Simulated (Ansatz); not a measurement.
# PdTe (TePd-type): one cell, many starting occupations (series 2), part 2 of 2

Task: map the metastable states of PdTe (TePd-type) by varying the start. Cell and atoms stay fixed.

Ansatz 0.2.0; DFT r²SCAN+U (U_eff = 1 eV on Pd d), plane waves, PAW. Earlier steps stand in the parts before.

**5. Random orbitals: fully mixed, one electron more**

Input file input.yaml:

```yaml
crystal:
  lattice:
    - [4.15209743, 0.0, 0.0]
    - [-4.15209742, 7.1916437, 0.0]
    - [0.0, 0.0, 5.6718989]
  atoms:
    - { symbol: Te, position: [0.3333333333, 0.3333333334, 0.25] }
    - { symbol: Te, position: [0.6666666667, 0.1666666666, 0.75] }
    - { symbol: Pd, position: [0.0, 0.0, 0.0], spin: 1.0 }
    - { symbol: Pd, position: [0.0, 0.0, 0.5], spin: 1.0 }
    - { symbol: Te, position: [0.3333333333, 0.8333333333, 0.25] }
    - { symbol: Te, position: [0.6666666667, 0.6666666666, 0.75] }
    - { symbol: Pd, position: [0.0, 0.5, 0.0], spin: -1.0 }
    - { symbol: Pd, position: [0.0, 0.5, 0.5], spin: -1.0 }
basis:
  ecutwfc: 500
  ecutrho_ratio: 4
kpoints:
  mp_grid: { grid: [5, 5, 4] }
hamiltonian:
  xc: r2scan
  hubbard:
    sites:
      - { site: 2, l: d, u_eff: 1.0, starting_ns: [{ spin: up, occupation_matrix: s2up }, { spin: down, occupation_matrix: s2down }] }
      - { site: 3, l: d, u_eff: 1.0, starting_ns: [{ spin: up, occupation_matrix: s3up }, { spin: down, occupation_matrix: s3down }] }
      - { site: 6, l: d, u_eff: 1.0, starting_ns: [{ spin: up, occupation_matrix: s6up }, { spin: down, occupation_matrix: s6down }] }
      - { site: 7, l: d, u_eff: 1.0, starting_ns: [{ spin: up, occupation_matrix: s7up }, { spin: down, occupation_matrix: s7down }] }
    occupation_matrices:
      s2up:
        matrix:
          - [0.97, 0.0, 0.0, 0.0, 0.0]
          - [0.0, 0.97, 0.0, 0.0, 0.0]
          - [0.0, 0.0, 0.97, 0.0, 0.0]
          - [0.0, 0.0, 0.0, 0.97, 0.0]
          - [0.0, 0.0, 0.0, 0.0, 0.97]
      s2down:
        matrix:
          - [0.66886, 0.36567, -0.08066, 0.06453, 0.22586]
          - [0.36567, 0.52597, 0.09795, -0.07836, -0.27425]
          - [-0.08066, 0.09795, 0.94839, 0.01728, 0.0605]
          - [0.06453, -0.07836, 0.01728, 0.95617, -0.0484]
          - [0.22586, -0.27425, 0.0605, -0.0484, 0.80061]
      s3up:
        matrix:
          - [0.97, 0.0, 0.0, 0.0, 0.0]
          - [0.0, 0.97, 0.0, 0.0, 0.0]
          - [0.0, 0.0, 0.97, 0.0, 0.0]
          - [0.0, 0.0, 0.0, 0.97, 0.0]
          - [0.0, 0.0, 0.0, 0.0, 0.97]
      s3down:
        matrix:
          - [0.66886, 0.36567, -0.08066, 0.06453, 0.22586]
          - [0.36567, 0.52597, 0.09795, -0.07836, -0.27425]
          - [-0.08066, 0.09795, 0.94839, 0.01728, 0.0605]
          - [0.06453, -0.07836, 0.01728, 0.95617, -0.0484]
          - [0.22586, -0.27425, 0.0605, -0.0484, 0.80061]
      s6up:
        matrix:
          - [0.66886, 0.36567, -0.08066, 0.06453, 0.22586]
          - [0.36567, 0.52597, 0.09795, -0.07836, -0.27425]
          - [-0.08066, 0.09795, 0.94839, 0.01728, 0.0605]
          - [0.06453, -0.07836, 0.01728, 0.95617, -0.0484]
          - [0.22586, -0.27425, 0.0605, -0.0484, 0.80061]
      s6down:
        matrix:
          - [0.97, 0.0, 0.0, 0.0, 0.0]
          - [0.0, 0.97, 0.0, 0.0, 0.0]
          - [0.0, 0.0, 0.97, 0.0, 0.0]
          - [0.0, 0.0, 0.0, 0.97, 0.0]
          - [0.0, 0.0, 0.0, 0.0, 0.97]
      s7up:
        matrix:
          - [0.66886, 0.36567, -0.08066, 0.06453, 0.22586]
          - [0.36567, 0.52597, 0.09795, -0.07836, -0.27425]
          - [-0.08066, 0.09795, 0.94839, 0.01728, 0.0605]
          - [0.06453, -0.07836, 0.01728, 0.95617, -0.0484]
          - [0.22586, -0.27425, 0.0605, -0.0484, 0.80061]
      s7down:
        matrix:
          - [0.97, 0.0, 0.0, 0.0, 0.0]
          - [0.0, 0.97, 0.0, 0.0, 0.0]
          - [0.0, 0.0, 0.97, 0.0, 0.0]
          - [0.0, 0.0, 0.0, 0.97, 0.0]
          - [0.0, 0.0, 0.0, 0.0, 0.97]
    ns_hold: { iters: 12 }
scf:
  occupations: { method: gaussian, width: 0.05 }
  lower_state_search: "off"
  max_iter: 150
output:
  forces: true
  stress: true
  eigenvalues: true
  populations: true
  hubbard:
    sites:
      - { site: 2, l: d }
      - { site: 3, l: d }
      - { site: 6, l: d }
      - { site: 7, l: d }
magnetization:
  spin_polarized: true
```

The typed matrices put 0.97 on the chosen orbitals and 0.02 on the others, and are held for 12 cycles.

Launch:

```sh
ansatz run input.yaml --threads 8 --pin off --max-ram 12288MiB --backend cpu --events-out ev --progress --plain --runs-dir out
```

Output, shortened:

```text
Warning: crystal.symmetry: narrowed to the stabiliser of the occupation matrices — unitary ops 8 → 2, anti-unitary 8 → 2; lowered by the specified shells (site 2, l: d), (site 3, l: d), (site 6, l: d), (site 7, l: d); largest admitted image defect 4.4e-16, smallest excluded 5.5e-1 — at a [...]
Warning: RAYON_NUM_THREADS=8 ignored (pool sized by the plan → 8); use --threads N
Te: projections on atomic orbitals take those of the free atom [Kr] 4d10 5s2 5p4, of charge +0.00 (hamiltonian.pseudopotentials.projection_atoms); the dataset's partial waves leave at most 7.8e-6 of an orbital's norm unspanned inside its sphere
Pd: projections on atomic orbitals take those of the free atom [Ar 3d10] 4s2 4p6 4d10, of charge +0.00 (hamiltonian.pseudopotentials.projection_atoms); the dataset's partial waves leave at most 1.0e-5 of an orbital's norm unspanned inside its sphere
[...]
Pseudopotentials: kind: paw
Pseudopotential: Te, paw, valence charge 16, recommended cutoff 500 eV (meta_gga), Te.paw.azcp
[...]
WARN: the translation (0, 0.5, 0) carries every atom to within crystal.symmetry.tolerance of an atom of its element with the starting moment reversed, but both spin channels are solved: site 0 translated lies 7.07e-11 (fractional; 3.60e-10 Å) from site 4 (counted from 0 in this solve's [...]
WARN: the starting moments were not kept: the SCF closed with an absolute magnetisation of 2.0e-5 μB, where they sum to 4 μB in size (4 sites). That is at most 0.1 of that sum. Measured as dr2_m measures the in/out step, that magnetisation stands 1.7e-11 eV from none, at or under the [...]
WARN: hamiltonian.hubbard: on 4 of 8 specified blocks the occupation matrix of this SCF's result fails the test of the specified filling. At site 2 ↓ (sites count from 0 in the list of atoms of the cell that this SCF solves) the least filled combination of the orbitals specified full has [...]
  specified occupation → Pd6 d_4D up: matrix, ‖Δ‖_F = 0.8998, Tr Δ = -0.7842, displaced = 0.5314, d_λ = 0.8526; orbital distance = 1.4134
  specified occupation → Pd6 d_4D dn: matrix, ‖Δ‖_F = 0.1459, Tr Δ = +0.1658, displaced = 0.1208, d_λ = 0.1459; orbital distance = 0.0000
  Pd7 d_4D: site group D3d (-3m); on the run's cell C2h (2/m)
  Pd7 d_4D up     Tr n = 4.6842  λ = 0.866 0.870 0.976 0.986 0.986  [yz 0.56 Eg(1.00)/Ag(1.00) | xz 0.56 Eg(1.00)/Bg(1.00) | z2 1.00 A1g(1.00)/Ag(1.00) | x2-y2 0.56 Eg(1.00)/Ag(1.00) | xy 0.56 Eg(1.00)/Bg(1.00)]
  Pd7 d_4D dn     Tr n = 4.6842  λ = 0.866 0.870 0.976 0.986 0.986  [yz 0.56 Eg(1.00)/Ag(1.00) | xz 0.56 Eg(1.00)/Bg(1.00) | z2 1.00 A1g(1.00)/Ag(1.00) | x2-y2 0.56 Eg(1.00)/Ag(1.00) | xy 0.56 Eg(1.00)/Bg(1.00)]
  specified occupation → Pd7 d_4D up: matrix, ‖Δ‖_F = 0.9635, Tr Δ = -0.7842, displaced = 0.5866, d_λ = 0.8526; orbital distance = 1.3879
  specified occupation → Pd7 d_4D dn: matrix, ‖Δ‖_F = 0.1459, Tr Δ = +0.1658, displaced = 0.1208, d_λ = 0.1459; orbital distance = 0.0000
  Tr n, λ and their labels are of the run-group-symmetrised matrices; stabiliser: 32 of 32 elements of G0×{1,Θ} (closed), max defect 1.2e-6 at τ = 6.8e-5
```

Run time: 96 s. Hardware: 8 threads of Arm Neoverse V1, shared host; peak memory 2.5 GiB.

It ends with no gap, pressure 2.7 GPa, no moment over 0.05 μB in any sphere, largest force component 0.03 eV/Å, 2 symmetry operations imposed. The program reports that the typed filling wasn't kept.

The shells' filling, with natural orbitals sorted by occupation:

| shell | channel | electrons | over 0.8 | 0.2 to 0.8 | under 0.2 |
| --- | --- | --- | --- | --- | --- |
| Pd 4d (atom 3) | up | 4.68 | 5 | 0 | 0 |
| Pd 4d (atom 3) | down | 4.68 | 5 | 0 | 0 |

**6. Random orbitals: drawn by pairs, first filling**

Input file input.yaml:

```yaml
crystal:
  lattice:
    - [4.15209743, 0.0, 0.0]
    - [-4.15209742, 7.1916437, 0.0]
    - [0.0, 0.0, 5.6718989]
  atoms:
    - { symbol: Te, position: [0.3333333333, 0.3333333334, 0.25] }
    - { symbol: Te, position: [0.6666666667, 0.1666666666, 0.75] }
    - { symbol: Pd, position: [0.0, 0.0, 0.0], spin: 2.0 }
    - { symbol: Pd, position: [0.0, 0.0, 0.5], spin: 2.0 }
    - { symbol: Te, position: [0.3333333333, 0.8333333333, 0.25] }
    - { symbol: Te, position: [0.6666666667, 0.6666666666, 0.75] }
    - { symbol: Pd, position: [0.0, 0.5, 0.0], spin: -2.0 }
    - { symbol: Pd, position: [0.0, 0.5, 0.5], spin: -2.0 }
basis:
  ecutwfc: 500
  ecutrho_ratio: 4
kpoints:
  mp_grid: { grid: [5, 5, 4] }
hamiltonian:
  xc: r2scan
  hubbard:
    sites:
      - { site: 2, l: d, u_eff: 1.0, starting_ns: [{ spin: up, occupation_matrix: s2up }, { spin: down, occupation_matrix: s2down }] }
      - { site: 3, l: d, u_eff: 1.0, starting_ns: [{ spin: up, occupation_matrix: s3up }, { spin: down, occupation_matrix: s3down }] }
      - { site: 6, l: d, u_eff: 1.0, starting_ns: [{ spin: up, occupation_matrix: s6up }, { spin: down, occupation_matrix: s6down }] }
      - { site: 7, l: d, u_eff: 1.0, starting_ns: [{ spin: up, occupation_matrix: s7up }, { spin: down, occupation_matrix: s7down }] }
    occupation_matrices:
      s2up:
        matrix:
          - [0.97, 0.0, 0.0, 0.0, 0.0]
          - [0.0, 0.97, 0.0, 0.0, 0.0]
          - [0.0, 0.0, 0.97, 0.0, 0.0]
          - [0.0, 0.0, 0.0, 0.97, 0.0]
          - [0.0, 0.0, 0.0, 0.0, 0.97]
      s2down:
        matrix:
          - [0.02, 0.0, 0.0, 0.0, 0.0]
          - [0.0, 0.97, 0.0, 0.0, 0.0]
          - [0.0, 0.0, 0.97, 0.0, 0.0]
          - [0.0, 0.0, 0.0, 0.02, 0.0]
          - [0.0, 0.0, 0.0, 0.0, 0.97]
      s3up:
        matrix:
          - [0.97, 0.0, 0.0, 0.0, 0.0]
          - [0.0, 0.97, 0.0, 0.0, 0.0]
          - [0.0, 0.0, 0.97, 0.0, 0.0]
          - [0.0, 0.0, 0.0, 0.97, 0.0]
          - [0.0, 0.0, 0.0, 0.0, 0.97]
      s3down:
        matrix:
          - [0.97, 0.0, 0.0, 0.0, 0.0]
          - [0.0, 0.73413, 0.41042, 0.0, 0.0]
          - [0.0, 0.41042, 0.25587, 0.0, 0.0]
          - [0.0, 0.0, 0.0, 0.02, 0.0]
          - [0.0, 0.0, 0.0, 0.0, 0.97]
      s6up:
        matrix:
          - [0.97, 0.0, 0.0, 0.0, 0.0]
          - [0.0, 0.495, 0.0, 0.475, 0.0]
          - [0.0, 0.0, 0.495, 0.0, 0.475]
          - [0.0, 0.475, 0.0, 0.495, 0.0]
          - [0.0, 0.0, 0.475, 0.0, 0.495]
      s6down:
        matrix:
          - [0.97, 0.0, 0.0, 0.0, 0.0]
          - [0.0, 0.97, 0.0, 0.0, 0.0]
          - [0.0, 0.0, 0.97, 0.0, 0.0]
          - [0.0, 0.0, 0.0, 0.97, 0.0]
          - [0.0, 0.0, 0.0, 0.0, 0.97]
      s7up:
        matrix:
          - [0.97, 0.0, 0.0, 0.0, 0.0]
          - [0.0, 0.495, 0.0, -0.475, 0.0]
          - [0.0, 0.0, 0.73413, 0.0, 0.41042]
          - [0.0, -0.475, 0.0, 0.495, 0.0]
          - [0.0, 0.0, 0.41042, 0.0, 0.25587]
      s7down:
        matrix:
          - [0.97, 0.0, 0.0, 0.0, 0.0]
          - [0.0, 0.97, 0.0, 0.0, 0.0]
          - [0.0, 0.0, 0.97, 0.0, 0.0]
          - [0.0, 0.0, 0.0, 0.97, 0.0]
          - [0.0, 0.0, 0.0, 0.0, 0.97]
    ns_hold: until_converged
scf:
  occupations: { method: gaussian, width: 0.05 }
  lower_state_search: "off"
  max_iter: 150
output:
  forces: true
  stress: true
  eigenvalues: true
  populations: true
  hubbard:
    sites:
      - { site: 2, l: d }
      - { site: 3, l: d }
      - { site: 6, l: d }
      - { site: 7, l: d }
magnetization:
  spin_polarized: true
```

The typed matrices put 0.97 on the chosen orbitals and 0.02 on the others, and are held until the SCF converges, then released.

Launch:

```sh
ansatz run input.yaml --threads 8 --pin off --max-ram 12288MiB --backend cpu --events-out ev --progress --plain --runs-dir out
```

Output, shortened:

```text
Warning: crystal.symmetry: narrowed to the stabiliser of the occupation matrices — unitary ops 8 → 2, anti-unitary 8 → 0; lowered by the specified shells (site 2, l: d), (site 3, l: d), (site 6, l: d), (site 7, l: d); largest admitted image defect 4.4e-16, smallest excluded 9.5e-1 — at a [...]
Warning: RAYON_NUM_THREADS=8 ignored (pool sized by the plan → 8); use --threads N
Te: projections on atomic orbitals take those of the free atom [Kr] 4d10 5s2 5p4, of charge +0.00 (hamiltonian.pseudopotentials.projection_atoms); the dataset's partial waves leave at most 7.8e-6 of an orbital's norm unspanned inside its sphere
Pd: projections on atomic orbitals take those of the free atom [Ar 3d10] 4s2 4p6 4d10, of charge +0.00 (hamiltonian.pseudopotentials.projection_atoms); the dataset's partial waves leave at most 1.0e-5 of an orbital's norm unspanned inside its sphere
[...]
WARN: the starting moments were not kept: the SCF closed with an absolute magnetisation of 1.2e-5 μB, where they sum to 8 μB in size (4 sites). That is at most 0.1 of that sum. Measured as dr2_m measures the in/out step, that magnetisation stands 7.8e-12 eV from none, at or under the [...]
WARN: hamiltonian.hubbard: on 4 of 8 specified blocks the occupation matrix of this SCF's result fails the test of the specified filling. At site 2 ↓ (sites count from 0 in the list of atoms of the cell that this SCF solves) the least filled combination of the orbitals specified full has [...]
  specified occupation → Pd6 d_4D dn: matrix, ‖Δ‖_F = 0.1459, Tr Δ = +0.1658, displaced = 0.1208, d_λ = 0.1459; orbital distance = 0.0000
  Pd7 d_4D: site group D3d (-3m); on the run's cell C2h (2/m)
  Pd7 d_4D up     Tr n = 4.6842  λ = 0.866 0.870 0.976 0.986 0.986  [yz 0.56 Eg(1.00)/Ag(1.00) | xz 0.56 Eg(1.00)/Bg(1.00) | z2 1.00 A1g(1.00)/Ag(1.00) | 2× x2-y2 0.28 Eg(1.00)/Ag(0.50)]
  Pd7 d_4D dn     Tr n = 4.6842  λ = 0.866 0.870 0.976 0.986 0.986  [yz 0.56 Eg(1.00)/Ag(1.00) | xz 0.56 Eg(1.00)/Bg(1.00) | z2 1.00 A1g(1.00)/Ag(1.00) | 2× x2-y2 0.28 Eg(1.00)/Ag(0.50)]
  specified occupation → Pd7 d_4D up: matrix, ‖Δ‖_F = 1.2926, Tr Δ = -1.7342, displaced = 0.9638, d_λ = 1.1997; orbital distance = 1.4351
  specified occupation → Pd7 d_4D dn: matrix, ‖Δ‖_F = 0.1459, Tr Δ = +0.1658, displaced = 0.1208, d_λ = 0.1459; orbital distance = 0.0000
  Tr n, λ and their labels are of the run-group-symmetrised matrices; stabiliser: 32 of 32 elements of G0×{1,Θ} (closed), max defect 1.1e-6 at τ = 2.6e-4
```

Run time: 1.9 min. Hardware: 8 threads of Arm Neoverse V1, shared host; peak memory 2.6 GiB.

Result: no gap, pressure 2.7 GPa, no moment over 0.05 μB in any sphere, largest force component 0.03 eV/Å, 2 symmetry operations imposed. The program reports that the typed filling wasn't kept.

How the shells are filled (orbitals counted by the eigenvalues of the occupation matrices):

| shell | channel | electrons | over 0.8 | 0.2 to 0.8 | under 0.2 |
| --- | --- | --- | --- | --- | --- |
| Pd 4d (atom 3) | up | 4.68 | 5 | 0 | 0 |
| Pd 4d (atom 3) | down | 4.68 | 5 | 0 | 0 |

**7. All runs side by side**

What follows sums up all 2 parts.

Energies count from the lowest free state and have the smearing extrapolated to zero.

| start | energy (meV/atom) | gap (eV) | pressure (GPa) | largest moment (μB) | SCF cycles | time |
| --- | --- | --- | --- | --- | --- | --- |
| random orbitals: single harmonics, second filling | 0.0 | metal | 2.7 | 0.00 | 26 | 54 s |
| random orbitals: fully mixed, first filling | 0.0 | metal | 2.7 | 0.00 | 22 | 81 s |
| from atoms, symmetry kept, no search (earlier series) | 0.0 | metal | 2.7 | 0.00 | 20 | 42 s |
| random orbitals: fully mixed, one electron more | 0.0 | metal | 2.7 | 0.00 | 28 | 96 s |
| random orbitals: drawn by pairs, first filling | 0.0 | metal | 2.7 | 0.00 | 33 | 1.9 min |
| random orbitals: single harmonics, first filling | 0.0 | metal | 2.7 | 0.00 | 21 | 43 s |

The 6 free runs end within about 1 meV/atom of each other. The lowest state found need not be the ground state, and the geometry wasn't relaxed for any of them.
